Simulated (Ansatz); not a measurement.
# C2H5BO: molecular dynamics

The plan is to follow the molecule's vibrations and see whether its bonds hold. The start is relaxed first. Runs: 40 steps of 2.5 fs at constant energy, with velocities drawn for 1000 K; 400 steps of 1 fs under a Nosé-Hoover thermostat at 3000 K. SMILES of the start: C=CBO.

Method: UKS PBE/STO-3G, in Ansatz 0.2.0.

**1. The system as given**

Bond lengths: C1–C2 1.329 Å, C2–B3 1.567 Å, B3–O4 1.334 Å, C1–H5 1.078 Å, C1–H6 1.080 Å, C2–H7 1.089 Å, B3–H8 1.173 Å, O4–H9 0.959 Å. Angles: C1–C2–B3 124.4°, C1–C2–H7 117.1°, B3–C2–H7 118.5°, C2–C1–H5 121.0°, C2–C1–H6 123.1°, H5–C1–H6 115.9°, C2–B3–O4 122.5°, C2–B3–H8 121.8°, O4–B3–H8 115.7°, B3–O4–H9 116.7°.

As a file:

```xyz
9

C     1.0330    1.1681   -0.1913
C    -0.0820    0.4464   -0.2330
B    -0.2214   -1.0014    0.3505
O    -1.3740   -1.6730    0.3344
H     1.9309    0.7787    0.2609
H     1.1045    2.1667   -0.5967
H    -0.9513    0.9033   -0.7025
H     0.6880   -1.5632    0.8331
H    -2.1276   -1.2257   -0.0554
```

**2. Relaxing the start**

File input.yaml:

```yaml
crystal:
  periodic: [false, false, false]
  atoms:
    - { symbol: C, position_ang: [1.03298, 1.16813, -0.19134] }
    - { symbol: C, position_ang: [-0.08196, 0.44638, -0.23303] }
    - { symbol: B, position_ang: [-0.22142, -1.00139, 0.35051] }
    - { symbol: O, position_ang: [-1.37404, -1.67301, 0.33443] }
    - { symbol: H, position_ang: [1.9309, 0.77873, 0.26088] }
    - { symbol: H, position_ang: [1.10446, 2.16674, -0.59669] }
    - { symbol: H, position_ang: [-0.95134, 0.90329, -0.70249] }
    - { symbol: H, position_ang: [0.68803, -1.56318, 0.83313] }
    - { symbol: H, position_ang: [-2.12762, -1.22567, -0.0554] }
magnetization:
  spin_polarized: true
basis:
  gaussian: { orbitals: STO-3G }
hamiltonian:
  xc: pbe
relax:
  f_tol: 0.02
  max_steps: 40
```

On the command line:

```sh
> ansatz run input.yaml --threads 1 --pin off --max-ram 2048MiB --backend cpu --events-out ev --progress --plain --runs-dir out
```

Output (excerpt; [...] marks lines left out):

```text
Warning: RAYON_NUM_THREADS=1 ignored (pool sized by the plan → 1); use --threads N
[...]
Functional definition: PBE
[...]
372 factors; integrals over basis functions are off by at most 2.4e-5 eV
[...]
mean field -4810.01722676 eV, -176.7648727368 hartree, gradient 9.9e-6 eV, S^2 0.000000; 0 other end points of the search recorded, 0 dependent functions left out
[...]
reference -4810.01724795 eV, -176.7648735155 hartree; 15, 15 occupied and 10, 10 virtual orbitals, 372 factors
relax step   1: F+E_penalty+E_count = -4810.01722676 eV  Δ(F+E_penalty+E_count) = +0.000e0 eV  max|allowed force component| = 3.208e0 eV/Å  Δτ_max = 0.0000 Å  (25 SCF iters, accepted)
[...]
relax step   7: F+E_penalty+E_count = -4810.27420321 eV  Δ(F+E_penalty+E_count) = -5.656e-4 eV  max|allowed force component| = 2.915e-2 eV/Å  Δτ_max = 0.0168 Å  (23 SCF iters, accepted)
[...]
relax step   8: F+E_penalty+E_count = -4810.27424919 eV  Δ(F+E_penalty+E_count) = -4.598e-5 eV  max|allowed force component| = 7.670e-3 eV/Å  Δτ_max = 0.0043 Å  (23 SCF iters, accepted)
372 factors; integrals over basis functions are off by at most 2.6e-5 eV
[...]
mean field -4810.27424919 eV, -176.7743181367 hartree, gradient 1.3e-5 eV, S^2 0.000000; 1 other end points of the search recorded, 0 dependent functions left out
[...]
reference -4810.27427006 eV, -176.7743189037 hartree; 15, 15 occupied and 10, 10 virtual orbitals, 372 factors
Total energy: -4810.27427006 eV, -176.7743189037 hartree
Atom 0 at     1.034101     1.159049    -0.194870 Å, force    -0.000647     0.001916    -0.000813 eV/Å
Atom 1 at    -0.113377     0.438696    -0.221972 Å, force    -0.000524    -0.002120     0.000421 eV/Å
Atom 2 at    -0.219453    -1.000831     0.363209 Å, force     0.007670    -0.001843     0.003453 eV/Å
Atom 3 at    -1.375862    -1.739664     0.346000 Å, force    -0.001168    -0.001859    -0.000009 eV/Å
Atom 4 at     1.958690     0.750086     0.250142 Å, force     0.001199    -0.000655     0.000274 eV/Å
Atom 5 at     1.115111     2.181423    -0.608153 Å, force    -0.000153     0.000143    -0.000401 eV/Å
Atom 6 at    -0.999291     0.920015    -0.686479 Å, force     0.000375     0.001091     0.000386 eV/Å
Atom 7 at     0.709281    -1.535370     0.859848 Å, force    -0.005481     0.002923    -0.002437 eV/Å
Atom 8 at    -2.109208    -1.173383    -0.107724 Å, force    -0.001271     0.000404    -0.000874 eV/Å
Dipole moment:    -0.258767     0.210238    -0.164314 e Å
```

Run time: 19 s. Hardware: 1 thread of Intel Xeon at 2.70GHz, shared host; peak memory 0.14 GiB.

Step by step:

```csv
step,energy from step 1 (eV),largest force component (eV/Å)
1,0.0000,3.2080
2,-0.2184,1.2588
3,-0.2524,0.2432
4,-0.2529,0.2550
5x,-0.2527,0.1805
6,-0.2564,0.0788
7,-0.2570,0.0292
8,-0.2570,0.0077
```

Step 1 is the start. 1 step was tried and not accepted (marked x).

After: Bond lengths: C1–C2 1.355 Å, C2–B3 1.558 Å, B3–O4 1.372 Å, C1–H5 1.105 Å, C1–H6 1.106 Å, C2–H7 1.110 Å, B3–H8 1.181 Å, O4–H9 1.032 Å. Angles: C1–C2–B3 122.8°, C1–C2–H7 117.0°, B3–C2–H7 120.2°, C2–C1–H5 121.3°, C2–C1–H6 123.1°, H5–C1–H6 115.6°, C2–B3–O4 123.4°, C2–B3–H8 121.5°, O4–B3–H8 115.1°, B3–O4–H9 108.0°.

**3. Run 1**

40 steps of 2.5 fs at constant energy, with velocities drawn for 1000 K, from the relaxed start.

File input.yaml:

```yaml
crystal:
  periodic: [false, false, false]
  atoms:
    - { symbol: C, position_ang: [1.034101, 1.159049, -0.19487] }
    - { symbol: C, position_ang: [-0.113377, 0.438696, -0.221972] }
    - { symbol: B, position_ang: [-0.219453, -1.000831, 0.363209] }
    - { symbol: O, position_ang: [-1.375862, -1.739664, 0.346] }
    - { symbol: H, position_ang: [1.95869, 0.750086, 0.250142] }
    - { symbol: H, position_ang: [1.115111, 2.181423, -0.608153] }
    - { symbol: H, position_ang: [-0.999291, 0.920015, -0.686479] }
    - { symbol: H, position_ang: [0.709281, -1.53537, 0.859848] }
    - { symbol: H, position_ang: [-2.109208, -1.173383, -0.107724] }
magnetization:
  spin_polarized: true
basis:
  gaussian: { orbitals: STO-3G }
hamiltonian:
  xc: pbe
md:
  timestep: 2.5
  n_steps: 40
  ensemble: nve
  temperature: 1000.0
  initial_velocities: maxwell_boltzmann
  seed: 279907
```

On the command line:

```sh
> ansatz run input.yaml --threads 1 --pin off --max-ram 2048MiB --backend cpu --events-out ev --progress --plain --runs-dir out
```

Output (excerpt; [...] marks lines left out):

```text
Warning: RAYON_NUM_THREADS=1 ignored (pool sized by the plan → 1); use --threads N
[...]
[... 1 set-up line as earlier in the session ...]
[...]
372 factors; integrals over basis functions are off by at most 2.7e-5 eV
[...]
mean field -4810.27424090 eV, -176.7743178320 hartree, gradient 9.8e-6 eV, S^2 0.000000; 0 other end points of the search recorded, 0 dependent functions left out
[...]
reference -4810.27426177 eV, -176.7743185989 hartree; 15, 15 occupied and 10, 10 virtual orbitals, 372 factors
md step     0: t =     0.00 fs  T =  1000.0 K  F+E_penalty+E_count = -4810.27424090 eV  E_kin = 0.904820 eV  conserved = -4809.36942091 eV  (25 SCF iters)
[...]
md step    10: t =    25.00 fs  T =   822.3 K  F+E_penalty+E_count = -4808.66170148 eV  E_kin = 0.744056 eV  conserved = -4807.91764499 eV  (29 SCF iters)
[...]
Total energy: -4798.67718090 eV, -176.3481337378 hartree
Atom 0 at     1.119105    -0.308252    -0.105589 Å, force    -2.434227     1.047330     0.216174 eV/Å
Atom 1 at    -0.050402     0.340235     0.048390 Å, force    -0.342536    -0.074291     0.692160 eV/Å
Atom 2 at    -0.413277    -1.230417     0.659978 Å, force     0.327785    -2.963165     0.329256 eV/Å
Atom 3 at    -1.579337    -2.046696     0.246953 Å, force     1.944675     3.277156     0.291631 eV/Å
Atom 4 at     3.524824    -2.497831     2.217762 Å, force    -0.001952     0.000727    -0.000677 eV/Å
Atom 5 at     3.335721    31.718151    -9.654707 Å, force    -0.000001     0.000001     0.000001 eV/Å
Atom 6 at    -0.822238     1.222506     0.157565 Å, force     1.598103    -1.771834    -0.549415 eV/Å
Atom 7 at     0.303032    -1.859957     1.539529 Å, force    -1.725581     1.172835    -1.605668 eV/Å
Atom 8 at    -2.121863    -1.447648    -0.448434 Å, force     0.633733    -0.688758     0.626538 eV/Å
Dipole moment:    -0.592523     0.254678    -0.139419 e Å
```

It took 78 s on 1 thread of Intel Xeon at 2.70GHz, shared host; peak memory 0.11 GiB.

**4. What the atoms did**

One step in 3; energies are changes from step 0:

```csv
time (fs),T (K),potential energy change (meV/atom),total energy change (meV/atom)
0.0,1000,0.0,0.00
7.5,592,211.3,170.35
15.0,735,116.2,89.51
22.5,504,210.8,161.01
30.0,1262,88.0,114.33
37.5,534,251.7,204.87
45.0,1246,178.4,203.07
52.5,1329,333.2,366.34
60.0,6143,722.8,1239.86
67.5,38184,1155.1,4893.42
75.0,40068,1153.1,5080.87
82.5,37798,1298.2,4997.79
90.0,37699,1290.9,4980.46
97.5,37449,1315.0,4979.43
100.0,37694,1288.6,4977.61
```

time (fs), T (K) and a bar:
```
      0.0       1000 
      5.0        804 
      7.5        592 
     12.5        664 
     17.5        632 
     22.5        504 
     25.0        822 
     30.0       1262 #
     35.0       1337 #
     40.0       1044 
     42.5        672 
     47.5        777 
     52.5       1329 #
     57.5       2064 #
     60.0       6143 ####
     65.0      40030 ##############################
     70.0      39655 ##############################
     75.0      40068 ##############################
     77.5      38069 ############################
     82.5      37798 ############################
     87.5      37486 ############################
     92.5      37618 ############################
     95.0      37416 ############################
    100.0      37694 ############################
```

Bonds that form or break, judged by distance (formed within 1.15 times the sum of covalent radii and held on average over 10 fs, broken when stretched by half; pairs already stretched at the start don't count as bonds):

```csv
time (fs),bond,event
62.5,C1–H6,breaks
77.5,C1–H5,breaks
```

Reading of run 1. The run blows up, reaching 40068 K, so it describes no real motion.

**5. Run 2**

400 steps of 1 fs under a Nosé-Hoover thermostat at 3000 K, from the relaxed start.

input.yaml, as its differences from that of step 3:

```diff
@@ -19,7 +19,7 @@
 md:
-  timestep: 2.5
-  n_steps: 40
-  ensemble: nve
-  temperature: 1000.0
+  timestep: 1.0
+  n_steps: 400
+  ensemble: nvt_nose_hoover
+  temperature: 3000.0
   initial_velocities: maxwell_boltzmann
-  seed: 279907
+  seed: 781196
```

On the command line:

```sh
> ansatz run input.yaml --threads 1 --pin off --max-ram 2048MiB --backend cpu --events-out ev --progress --plain --runs-dir out
```

Output (excerpt; [...] marks lines left out):

```text
Warning: RAYON_NUM_THREADS=1 ignored (pool sized by the plan → 1); use --threads N
[...]
[... 1 set-up line as earlier in the session ...]
[...]
372 factors; integrals over basis functions are off by at most 2.7e-5 eV
[...]
mean field -4810.27424090 eV, -176.7743178320 hartree, gradient 9.8e-6 eV, S^2 0.000000; 0 other end points of the search recorded, 0 dependent functions left out
[...]
reference -4810.27426177 eV, -176.7743185989 hartree; 15, 15 occupied and 10, 10 virtual orbitals, 372 factors
md step     0: t =     0.00 fs  T =  3000.0 K  F+E_penalty+E_count = -4810.27424090 eV  E_kin = 2.714460 eV  conserved = -4807.55978092 eV  (25 SCF iters)
[...]
md step    20: t =    20.00 fs  T =  1883.0 K  F+E_penalty+E_count = -4809.21254410 eV  E_kin = 1.703818 eV  conserved = -4807.53623255 eV  (29 SCF iters)
[...]
md step    40: t =    40.00 fs  T =  1305.9 K  F+E_penalty+E_count = -4808.57360462 eV  E_kin = 1.181585 eV  conserved = -4807.50306192 eV  (28 SCF iters)
[...]
md step    60: t =    60.00 fs  T =  1098.4 K  F+E_penalty+E_count = -4808.23989926 eV  E_kin = 0.993888 eV  conserved = -4807.49393999 eV  (27 SCF iters)
[...]
md step    80: t =    80.00 fs  T =  1775.1 K  F+E_penalty+E_count = -4808.63567938 eV  E_kin = 1.606178 eV  conserved = -4807.49140051 eV  (28 SCF iters)
md step    81: t =    81.00 fs  T =  1903.6 K  F+E_penalty+E_count = -4808.74607167 eV  E_kin = 1.722418 eV  conserved = -4807.49946189 eV  (27 SCF iters)
```

**6. The log goes on: dynamics from the start**

Output, continued (excerpt; [...] marks lines left out):

```text
md step    82: t =    82.00 fs  T =  2109.9 K  F+E_penalty+E_count = -4808.94488734 eV  E_kin = 1.909096 eV  conserved = -4807.52688706 eV  (27 SCF iters)
[...]
md step   108: t =   108.00 fs  T =  1062.7 K  F+E_penalty+E_count = -4807.58917661 eV  E_kin = 0.961535 eV  conserved = -4807.49523940 eV  (27 SCF iters)
[...]
md step   134: t =   134.00 fs  T =  2297.4 K  F+E_penalty+E_count = -4808.33213251 eV  E_kin = 2.078738 eV  conserved = -4807.50960031 eV  (29 SCF iters)
[...]
md step   160: t =   160.00 fs  T =  1189.6 K  F+E_penalty+E_count = -4807.00597774 eV  E_kin = 1.076413 eV  conserved = -4807.48463601 eV  (29 SCF iters)
[...]
md step   185: t =   185.00 fs  T =  2391.7 K  F+E_penalty+E_count = -4807.82907411 eV  E_kin = 2.164023 eV  conserved = -4807.46345312 eV  (27 SCF iters)
md step   186: t =   186.00 fs  T =  2317.9 K  F+E_penalty+E_count = -4807.78367977 eV  E_kin = 2.097319 eV  conserved = -4807.49267178 eV  (26 SCF iters)
```

**7. The log goes on: dynamics from the start**

Output, continued (excerpt; [...] marks lines left out):

```text
md step   187: t =   187.00 fs  T =  2236.5 K  F+E_penalty+E_count = -4807.71501273 eV  E_kin = 2.023675 eV  conserved = -4807.50526334 eV  (28 SCF iters)
[...]
md step   208: t =   208.00 fs  T =  3323.4 K  F+E_penalty+E_count = -4808.54152921 eV  E_kin = 3.007066 eV  conserved = -4807.52416539 eV  (28 SCF iters)
[...]
md step   229: t =   229.00 fs  T =  2514.3 K  F+E_penalty+E_count = -4807.63764427 eV  E_kin = 2.275017 eV  conserved = -4807.50879891 eV  (29 SCF iters)
[...]
md step   250: t =   250.00 fs  T =  3086.1 K  F+E_penalty+E_count = -4807.94581607 eV  E_kin = 2.792367 eV  conserved = -4807.47009419 eV  (28 SCF iters)
[...]
md step   398: t =   398.00 fs  T =  4279.7 K  F+E_penalty+E_count = -4807.66844090 eV  E_kin = 3.872341 eV  conserved = -4807.49210650 eV  (30 SCF iters)
[...]
Total energy: -4807.89233678 eV, -176.6867844700 hartree
Atom 0 at     0.589552     1.430036    -0.542649 Å, force    -5.401338    -5.100624    -3.562173 eV/Å
Atom 1 at     0.291829     0.219072     0.064601 Å, force     0.330062     2.456794     5.527477 eV/Å
Atom 2 at    -1.087218    -0.643307     0.284527 Å, force     2.284626     0.090133    -1.049532 eV/Å
Atom 3 at    -0.635198    -1.999737     0.427198 Å, force    -1.433016     2.922723    -0.046830 eV/Å
Atom 4 at     0.056522     1.383403    -1.565469 Å, force     0.621588     1.545584     1.168238 eV/Å
Atom 5 at     1.544214     1.769109    -0.581084 Å, force     4.113469     2.257338     0.441626 eV/Å
Atom 6 at     0.950073     0.205432     1.136533 Å, force    -1.497710    -0.952161    -2.987648 eV/Å
Atom 7 at    -2.302789    -0.223076     0.327634 Å, force     2.314737    -0.944502     0.023865 eV/Å
Atom 8 at    -1.554390    -2.310397     0.674359 Å, force    -1.332418    -2.275286     0.484977 eV/Å
Dipole moment:    -0.248042    -0.262814     0.098181 e Å
```

Run time: 11 min. Hardware: 1 thread of Intel Xeon at 2.70GHz, shared host; peak memory 0.11 GiB.

**8. What the atoms did**

The trajectory, every 29 steps (energies from step 0):

```csv
time (fs),T (K),potential energy change (meV/atom),conserved energy change (meV/atom)
0.0,3000,0.0,0.00
29.0,1485,166.4,8.09
58.0,1260,204.6,3.50
87.0,1589,210.1,6.43
116.0,2502,166.6,6.66
145.0,2392,219.2,4.66
174.0,1680,332.8,11.46
203.0,2959,227.0,7.58
232.0,2705,279.5,8.63
261.0,3051,268.2,5.28
290.0,3061,296.0,5.40
319.0,3574,279.8,11.72
348.0,3644,297.7,7.34
377.0,3202,376.3,8.20
400.0,4561,264.7,8.24
```

time (fs), T (K) and a bar:
```
      0.0       3000 ################
     17.0       2240 #########
     35.0       1388 #
     52.0       1970 #######
     70.0       1712 ####
     87.0       1589 ###
    104.0       2222 #########
    122.0       1233 
    139.0       1842 #####
    157.0       1576 ###
    174.0       1680 ####
    191.0       1705 ####
    209.0       2832 ##############
    226.0       2241 #########
    243.0       1983 #######
    261.0       3051 ################
    278.0       2354 ##########
    296.0       1965 #######
    313.0       2506 ###########
    330.0       2287 #########
    348.0       3644 ######################
    365.0       3416 ####################
    383.0       2707 #############
    400.0       4561 ##############################
```

Maxima of the velocity power spectrum (cm⁻¹, relative height; resolution about 170 cm⁻¹): 1020 (100), 1250 (68), 3150 (32).

**9. Snapshots as a file**

Positions (Å) and forces (eV/Å):

```xyz
9
time_fs=50.0 T=1873 dE=1.2486
C     1.097    1.009   -0.422   -7.996   -3.427    2.609
C    -0.225    0.571   -0.028    3.206    1.094   -0.110
B    -0.347   -0.860    0.636    0.914   -0.820    0.974
O    -1.248   -1.805    0.166   -0.360    2.097   -1.838
H     1.709    0.193   -0.210    2.934   -1.223   -0.064
H     1.329    1.967   -0.702    1.246    3.240   -1.320
H    -1.168    1.184    0.043    0.807    0.266   -0.664
H     0.365   -1.238    1.575   -0.834    0.483   -1.054
H    -1.627   -1.228   -0.677    0.082   -1.712    1.468
9
time_fs=100.0 T=2590 dE=1.1456
C     0.984    0.910   -0.509    0.051   -1.197    0.622
C    -0.106    0.503    0.122   -0.988    0.048    0.318
B    -0.413   -0.813    0.716   -0.282   -2.603    3.636
O    -1.171   -1.706    0.079   -1.044   -1.379   -1.070
H     1.885    0.286   -0.656   -0.062    0.590    0.006
H     0.839    1.916   -0.725    1.273    2.956   -1.824
H    -1.042    1.104    0.173    0.608    0.853   -0.097
H    -0.341   -1.242    1.843    0.890    0.884   -0.245
H    -1.338   -1.273   -0.820   -0.445   -0.153   -1.348
9
time_fs=150.0 T=2697 dE=1.7846
C     1.005    0.860   -0.536   -1.087    1.044   -0.214
C    -0.180    0.619    0.163    2.388    2.152    0.405
B    -0.514   -0.750    0.689   -0.364   -2.307    2.008
O    -1.112   -1.815    0.079   -0.239    2.252   -4.109
H     1.763   -0.015   -0.877   -1.954    2.541    0.379
H     1.096    2.031   -0.787    1.090   -2.969    0.300
H    -0.588    1.529    0.763    0.133   -1.237   -1.581
H    -0.312   -1.231    1.690    0.987    0.768    2.623
H    -1.171   -1.260   -0.845   -0.955   -2.244    0.189
9
time_fs=200.0 T=2089 dE=2.8328
C     0.878    0.798   -0.716    0.616   -1.028    0.845
C    -0.038    0.661    0.398    0.883   -0.715   -2.934
B    -0.682   -0.715    0.816   -2.390   -2.240    1.610
O    -0.973   -1.782   -0.017    2.237    2.084   -2.386
H     1.096   -0.307   -1.296    0.013    3.480    1.792
H     1.675    1.764   -1.068   -3.353   -3.145    1.130
H    -0.743    1.378    0.864    1.428    1.450    0.141
H    -1.343   -1.158    1.734    1.069    2.075    1.097
H    -0.480   -1.272   -0.797   -0.504   -1.960   -1.294
9
time_fs=250.0 T=3086 dE=2.3284
C     0.662    0.652   -0.746   -0.981    7.998    7.836
C     0.026    0.615    0.476    1.819   -2.083   -1.422
B    -0.835   -0.551    0.695   -5.260   -3.699    1.535
O    -0.775   -1.758   -0.036   -1.634    0.984    1.489
H     0.805   -0.010   -1.440    0.312   -5.012   -5.552
H     1.034    1.685   -0.763    1.417   -0.138   -1.659
H     0.297    1.234    1.312   -0.166    1.803    0.179
H    -1.819   -0.668    1.416    0.724    1.171   -0.443
H     0.194   -1.684   -0.070    3.768   -1.023   -1.963
9
time_fs=300.0 T=3767 dE=2.0992
C     0.743    1.121   -0.769   -0.654   -2.477    1.179
C     0.081    0.407    0.273    0.465    3.185   -1.790
B    -1.035   -0.621    0.690    0.386   -2.510   -1.719
O    -0.690   -1.903    0.116    0.410    1.329    0.966
H     0.415    0.940   -1.882    1.361    0.490    1.900
H     1.735    1.667   -0.413   -2.381   -0.508   -1.496
H     0.317    0.994    1.175    0.600   -0.390    1.087
H    -2.000   -0.266    1.364    1.037   -0.795   -0.269
H    -0.788   -2.861    0.551   -1.223    1.675    0.140
9
time_fs=350.0 T=2821 dE=3.4897
C     0.550    1.032   -0.676   -4.238    3.537   -5.321
C     0.255    0.419    0.463    4.541    0.382    1.243
B    -0.845   -0.504    0.311   -5.158   -5.356    1.400
O    -0.696   -1.935    0.236   -0.616    0.528   -0.727
H    -0.391    0.554   -1.498    3.427    2.513    1.648
H     0.843    2.257   -0.886    0.011   -4.375    0.536
H     0.944    0.437    1.292    0.198    0.770    1.498
H    -1.902    0.063    0.607    0.412   -1.041   -0.852
H    -1.530   -2.653    0.067    1.422    3.041    0.575
9
time_fs=400.0 T=4561 dE=2.3819
C     0.590    1.430   -0.543   -5.401   -5.101   -3.562
C     0.292    0.219    0.065    0.330    2.457    5.527
B    -1.087   -0.643    0.284    2.285    0.090   -1.050
O    -0.635   -2.000    0.427   -1.433    2.923   -0.047
H     0.057    1.383   -1.565    0.622    1.546    1.168
H     1.544    1.769   -0.581    4.114    2.257    0.442
H     0.950    0.205    1.137   -1.498   -0.952   -2.988
H    -2.303   -0.223    0.328    2.315   -0.945    0.024
H    -1.554   -2.310    0.674   -1.332   -2.275    0.485
```

On run 2: Against a set 3000 K the second half averages 2950 K with a spread of 685 K. The conserved energy strays from its start by at most 16.78 meV/atom, 6.9 % of the mean kinetic energy, which is poor: the step of 1 fs is too long for the fastest motion. The bonds all hold.

**10. Results**

```
                                     quantity                                      value
                      relaxation of the start                    6 moves, 0.257 eV lower
                                run 1: length                         40 steps of 2.5 fs
      run 1: temperature, first and last step                           1000 and 37694 K
              run 1: temperature, second half          mean 29717 K, from 676 to 40068 K
         run 1: potential energy, second half  +1008 meV/atom from this run's first step
    run 1: largest change of the total energy                           5080.87 meV/atom
                run 1: bonds formed or broken                                          2
                                run 2: length                          400 steps of 1 fs
      run 2: temperature, first and last step                            3000 and 4561 K
              run 2: temperature, second half           mean 2950 K, from 1325 to 4561 K
         run 2: potential energy, second half   +322 meV/atom from this run's first step
run 2: largest change of the conserved energy                             16.78 meV/atom
                run 2: bonds formed or broken                                          0
```

Mean temperatures of the second halves: none that means anything (unstable run), 2950 K. Bonds changed in run 1 (an artefact of the unstable or too long step). Averages from a run of 400 fs with 9 atoms are rough. The nuclei move classically, without zero-point motion, which matters most for hydrogen. In so small a basis the energies are only a sketch.
